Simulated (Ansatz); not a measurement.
# Ti5Ge4: the cost of one run

Computed with Ansatz 0.2.0 (DFT PBE, scalar-relativistic, plane waves, PAW, unless a step's input says otherwise).

### Step 1. The structure to begin with

Symmetry: Pnma, No. 62, orthorhombic system. Conventional cell: a = 6.654 Å, b = 12.793 Å, c = 6.758 Å, α = 90.00°, β = 90.00°, γ = 90.00°. Ti (site symmetry m) has 6 Ge at 2.56 to 2.74 Å and 4 Ti at 2.89 to 2.99 Å as nearest neighbours. Around Ti (site symmetry 1) lie 6 Ge at 2.52 to 2.68 Å and 2 Ti at 2.89 to 2.99 Å. Ti (site symmetry 1) has 7 Ge at 2.65 to 2.92 Å as nearest neighbours. Ge (site symmetry m) has 1 Ge at 2.53 Å and 8 Ti at 2.56 to 2.85 Å as nearest neighbours. Ge (site symmetry m) has 1 Ge at 2.53 Å and 8 Ti at 2.55 to 2.80 Å as nearest neighbours. Ge (site symmetry 1) has 8 Ti at 2.52 to 2.92 Å and 1 Ge at 2.81 Å as nearest neighbours.

Coordinates:

```cif
data_structure
_symmetry_space_group_name_H-M 'P 1'
_symmetry_Int_Tables_number 1
_cell_length_a 6.6540
_cell_length_b 12.7934
_cell_length_c 6.7582
_cell_angle_alpha 90.000
_cell_angle_beta 90.000
_cell_angle_gamma 90.000
_cell_volume 575.30
loop_
_atom_site_label
_atom_site_type_symbol
_atom_site_fract_x
_atom_site_fract_y
_atom_site_fract_z
_atom_site_occupancy
Ti1 Ti 0.82642 0.75000 0.49660 1
Ti2 Ti 0.32642 0.75000 0.00340 1
Ti3 Ti 0.17358 0.25000 0.50340 1
Ti4 Ti 0.67358 0.25000 0.99660 1
Ti5 Ti 0.64916 0.62567 0.16602 1
Ti6 Ti 0.14916 0.87433 0.33398 1
Ti7 Ti 0.35084 0.12567 0.83398 1
Ti8 Ti 0.85084 0.37433 0.66602 1
Ti9 Ti 0.35084 0.37433 0.83398 1
Ti10 Ti 0.85084 0.12567 0.66602 1
Ti11 Ti 0.64916 0.87433 0.16602 1
Ti12 Ti 0.14916 0.62567 0.33398 1
Ti13 Ti 0.48578 0.59375 0.67811 1
Ti14 Ti 0.98578 0.90625 0.82189 1
Ti15 Ti 0.51422 0.09375 0.32189 1
Ti16 Ti 0.01422 0.40625 0.17811 1
Ti17 Ti 0.51422 0.40625 0.32189 1
Ti18 Ti 0.01422 0.09375 0.17811 1
Ti19 Ti 0.48578 0.90625 0.67811 1
Ti20 Ti 0.98578 0.59375 0.82189 1
Ge1 Ge 0.68234 0.75000 0.84836 1
Ge2 Ge 0.18234 0.75000 0.65164 1
Ge3 Ge 0.31766 0.25000 0.15164 1
Ge4 Ge 0.81766 0.25000 0.34836 1
Ge5 Ge 0.45327 0.75000 0.38908 1
Ge6 Ge 0.95327 0.75000 0.11092 1
Ge7 Ge 0.54673 0.25000 0.61092 1
Ge8 Ge 0.04673 0.25000 0.88908 1
Ge9 Ge 0.69303 0.46033 0.96293 1
Ge10 Ge 0.19303 0.03967 0.53707 1
Ge11 Ge 0.30697 0.96033 0.03707 1
Ge12 Ge 0.80697 0.53967 0.46293 1
Ge13 Ge 0.30697 0.53967 0.03707 1
Ge14 Ge 0.80697 0.96033 0.46293 1
Ge15 Ge 0.69303 0.03967 0.96293 1
Ge16 Ge 0.19303 0.46033 0.53707 1
```

(A quick probe on a coarse mesh, which set the mesh and smearing, is not shown.)

### Step 3. The relaxation

The input, input.yaml:

```yaml
crystal:
  lattice:
    - [6.65395888, 0.0, 0.0]
    - [0.0, 12.79339107, 0.0]
    - [0.0, 0.0, 6.75821358]
  atoms:
    - { symbol: Ti, position: [0.82641737, 0.75, 0.49660284] }
    - { symbol: Ti, position: [0.32641737, 0.75, 0.00339716] }
    - { symbol: Ti, position: [0.17358263, 0.25, 0.50339716] }
    - { symbol: Ti, position: [0.67358263, 0.25, 0.99660284] }
    - { symbol: Ti, position: [0.64915692, 0.62567272, 0.16601825] }
    - { symbol: Ti, position: [0.14915692, 0.87432728, 0.33398175] }
    - { symbol: Ti, position: [0.35084308, 0.12567272, 0.83398175] }
    - { symbol: Ti, position: [0.85084308, 0.37432728, 0.66601825] }
    - { symbol: Ti, position: [0.35084308, 0.37432728, 0.83398175] }
    - { symbol: Ti, position: [0.85084308, 0.12567272, 0.66601825] }
    - { symbol: Ti, position: [0.64915692, 0.87432728, 0.16601825] }
    - { symbol: Ti, position: [0.14915692, 0.62567272, 0.33398175] }
    - { symbol: Ti, position: [0.48577957, 0.593754, 0.67810755] }
    - { symbol: Ti, position: [0.98577957, 0.906246, 0.82189245] }
    - { symbol: Ti, position: [0.51422043, 0.093754, 0.32189245] }
    - { symbol: Ti, position: [0.01422043, 0.406246, 0.17810755] }
    - { symbol: Ti, position: [0.51422043, 0.406246, 0.32189245] }
    - { symbol: Ti, position: [0.01422043, 0.093754, 0.17810755] }
    - { symbol: Ti, position: [0.48577957, 0.906246, 0.67810755] }
    - { symbol: Ti, position: [0.98577957, 0.593754, 0.82189245] }
    - { symbol: Ge, position: [0.68234004, 0.75, 0.84835624] }
    - { symbol: Ge, position: [0.18234004, 0.75, 0.65164376] }
    - { symbol: Ge, position: [0.31765996, 0.25, 0.15164376] }
    - { symbol: Ge, position: [0.81765996, 0.25, 0.34835624] }
    - { symbol: Ge, position: [0.4532749, 0.75, 0.38907738] }
    - { symbol: Ge, position: [0.9532749, 0.75, 0.11092262] }
    - { symbol: Ge, position: [0.5467251, 0.25, 0.61092262] }
    - { symbol: Ge, position: [0.0467251, 0.25, 0.88907738] }
    - { symbol: Ge, position: [0.69303339, 0.46033092, 0.96293437] }
    - { symbol: Ge, position: [0.19303339, 0.03966908, 0.53706563] }
    - { symbol: Ge, position: [0.30696661, 0.96033092, 0.03706563] }
    - { symbol: Ge, position: [0.80696661, 0.53966908, 0.46293437] }
    - { symbol: Ge, position: [0.30696661, 0.53966908, 0.03706563] }
    - { symbol: Ge, position: [0.80696661, 0.96033092, 0.46293437] }
    - { symbol: Ge, position: [0.69303339, 0.03966908, 0.96293437] }
    - { symbol: Ge, position: [0.19303339, 0.46033092, 0.53706563] }
basis:
  ecutwfc: 420
kpoints:
  mp_grid: { grid: [6, 4, 6] }
hamiltonian:
  xc: pbe
scf:
  occupations: { method: gaussian, width: 0.1 }
output:
  forces: true
  stress: true
  eigenvalues: true
relax:
  adjacent_minimum: "off"
  f_tol: 0.01
  max_steps: 80
  cell: { stress_tol: 0.05 }
```

Run with:

```sh
> ansatz run input.yaml --threads 8 --pin off --max-ram 20480MiB --backend cpu --events-out ev --progress --plain --runs-dir out
```

**Question.** How long does this run take on 8 threads of Arm Neoverse V1, shared host, and how much memory does it need?

About 12 min, with a peak of 9.7 GiB.
